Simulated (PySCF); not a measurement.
**The bond of TaBr, level by level**

An exercise on one series of results from a longer session: the logs are not shown, and one member is left open.

Method: Ta def2-TZVPP with ECP60, Br def2-TZVPP, scalar-relativistic core potentials; program: PySCF 2.14.0.

1 further run of the same task is left out (set aside as unsound or not needed).

The first run:

The job is set up so:

```json
{
  "atoms": "Ta, Br",
  "charge": "0",
  "basis": "Ta def2-TZVPP with ECP60, Br def2-TZVPP",
  "Hamiltonian": "scalar-relativistic core potentials",
  "basis functions": "104",
  "electrons treated": "48",
  "masses in u": "180.9480, 78.9183",
  "levels": "PBE0, PBE, r²SCAN, B2PLYP, PW91, revPBE, BP86, LC-ωPBE",
  "grid": "80 radial by 434 angular points",
  "occupations": "held fixed by the projection of orbital angular momentum",
  "dissociation limit": "Ta + Br, each in its ground configuration",
  "starting distance in angstrom": "2.475",
  "values of 2S to try": "0, 2, 4, 6"
}
```

The run is started by

```console
> OMP_NUM_THREADS=2 python dia.py task.json out
```

Among the steps run: Set-up; First curve: PBE0; Other states along the same grid; PBE (GGA); r²SCAN (meta-GGA); B2PLYP (double hybrid); PW91 (GGA); revPBE (GGA); BP86 (GGA); LC-ωPBE (range-separated hybrid).

One of the session's tables, all rows but one given; the rest of the session is left out.

| level | Re (Å) | ωe (cm⁻¹) | De (eV) | μ (D) |
| --- | --- | --- | --- | --- |
| PBE | 2.446 | 248.2 | 4.04 | -2.55 |
| revPBE | ? | ? | ? | ? |
| PW91 | 2.446 | 248.4 | 4.08 | -2.55 |
| BP86 | 2.449 | 247.1 | 3.92 | -2.54 |
| r²SCAN | 2.453 | 247.9 | 4.23 | -2.97 |
| PBE0 | 2.446 | 250.9 | 3.96 | -3.02 |
| LC-ωPBE | 2.451 | 251.5 | 3.98 | -3.25 |
| B2PLYP | 2.460 | 246.8 | 3.45 | -3.25 |

Estimate the missing values for revPBE.

**Answer.** Re (Å): 2.458; ωe (cm⁻¹): 243.2; De (eV): 3.90; μ (D): -2.64. In the column «Re (Å)» it lies between r²SCAN (2.453) and B2PLYP (2.460).

De is counted to Ta + Br in their ground configurations. A positive dipole means Ta(−)Br(+).

Time per point (s) on 2 threads of Arm Neoverse V1, shared host (CPU time, shared integrals of 1.2 s apart; correlated levels include their reference); the times are rough: PBE 2.3, revPBE 1.5, PW91 1.5, BP86 1.5, r²SCAN 3.3, PBE0 14, LC-ωPBE 15, B2PLYP 15.

To keep in mind: Lowest PBE0 solution found, without spin–orbit coupling: quintet, unpaired electrons σ ↑, π ↑, δ ↑↑. The state is the lowest single determinant that the PBE0 search found; with open d or f shells the true ground state can be another one. With spin–orbit coupling the term label itself may not hold.
